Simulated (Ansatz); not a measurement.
**ClH2O3Ta: basis-set convergence**

One table from this session's results is given with a row withheld; the runs are named, their logs left out.

Program: Ansatz 0.2.0, Gaussian basis. Level of theory: one geometry, several basis sets. These are calculated values, not measurements.

Levels to be run: PBE0-D4/def2-SVP; ωB97M-V/def2-SVP; PBE0-D4/def2-QZVPP; ωB97M-V/def2-QZVPP; the functionals' def2-TZVPP values are taken from earlier runs.

### Structure used throughout

All runs share one geometry, relaxed beforehand with PBE0-D4 in a triple-zeta def2 set. Ta takes the def2 core potential; no spin-orbit term is included.

SMILES `[O]=[Ta]([OH])([OH])[Cl]`, 7 atoms, charge 0, spin multiplicity 1.

Atoms are counted from 1 here; the program's logs count them from 0.

Bond lengths: O1–Ta2 1.713 Å, Ta2–O3 1.898 Å, Ta2–O4 1.898 Å, Ta2–Cl5 2.313 Å, O3–H6 0.957 Å, O4–H7 0.957 Å. Angles: O1–Ta2–O3 106.5°, O1–Ta2–O4 106.5°, O1–Ta2–Cl5 110.3°, O3–Ta2–O4 112.9°, O3–Ta2–Cl5 110.2°, O4–Ta2–Cl5 110.2°, Ta2–O3–H6 133.3°, Ta2–O4–H7 133.3°.

The first run:

File in.yaml:

```yaml
crystal:
  periodic: [false, false, false]
  atoms:
    - {symbol: O, position_ang: [-1.098792, -1.848523, 0.156318]}
    - {symbol: Ta, position_ang: [-0.398705, -0.286119, 0.099407]}
    - {symbol: O, position_ang: [1.094449, -0.321377, 1.269784]}
    - {symbol: O, position_ang: [0.087620, 0.021428, -1.708760]}
    - {symbol: Cl, position_ang: [-1.924997, 1.304923, 0.798390]}
    - {symbol: H, position_ang: [1.768009, 0.320518, 1.494351]}
    - {symbol: H, position_ang: [0.533616, 0.741048, -2.155289]}
basis:
  gaussian: {orbitals: def2-SVP}
hamiltonian: {xc: pbe0, dispersion: d4}
output: {orbitals: {seedname: orbitals}}
```

Launch:

```
> ansatz run in.yaml --threads 4 --pin off --events-out ev --progress --plain --max-ram 10444MiB
```

Steps of the session up to this table: PBE0-D4 in def2-SVP; ωB97M-V in def2-SVP; PBE0-D4 in def2-QZVPP; ωB97M-V in def2-QZVPP.

One table of the session follows, with a row left open; its other results are not shown here.

It belongs to the step «Density functionals: the series». 

| functional | basis | HOMO (eV) |
| --- | --- | --- |
| PBE0-D4 | def2-SVP | -9.02 |
| PBE0-D4 | def2-TZVPP | -9.07 |
| PBE0-D4 | def2-QZVPP | -9.10 |
| ωB97M-V | def2-SVP | ? |
| ωB97M-V | def2-TZVPP | -11.37 |
| ωB97M-V | def2-QZVPP | -11.41 |

**Question.** Estimate the row for ωB97M-V, def2-SVP.

As computed: HOMO (eV): -11.29. In the column «HOMO (eV)» it lies between ωB97M-V, def2-TZVPP (-11.37) and PBE0-D4, def2-QZVPP (-9.10).
